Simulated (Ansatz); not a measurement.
VWC2:

```
W V C
1.0
     1.51704    0.87586    4.93389
    -1.51704    0.87586    4.93389
     0.00000   -1.75173    4.93389
W V C
1 1 2
Direct
  0.00000 0.00000 0.00000
  0.50000 0.50000 0.50000
  0.24649 0.24649 0.24649
  0.75351 0.75351 0.75351
```

The cell comes from a database or a generator and needn't be the stable form of this composition.

Program: Ansatz 0.2.0. Alike in all runs: task projected density of states; potentials or basis Ansatz PAW; spin collinear, ferromagnetic start; cell as given; k mesh 10 × 10 × 10; cutoff (eV) 420; smearing fermi-dirac 0.05 eV. Hardware: 2 threads of Arm Neoverse V2 (shared host).

Problem. Order these runs on this cell by their wall time, lowest first.
A. level PBE
B. level PBE+U; U V d U = 1 eV, W d U = 1 eV; hubbard projectors ortho-atomic (the default); double counting fll (the default)
C. level PBE+U; U V d U = 6 eV, W d U = 6 eV; hubbard projectors ortho-atomic (the default); double counting fll (the default)

Solution. A (21 s), B (42 s), C (200 s).

Caveats: the density of states is complete only up to the lowest level of the last band computed; the magnetic or orbital state may not be the lowest (some runs); the U is typed as a test and isn't derived for this compound (some runs); the starting moments weren't kept (some runs); forces of over 1 eV/Å show positions far from the minimum, so gaps and moduli don't describe the material at rest (some runs).
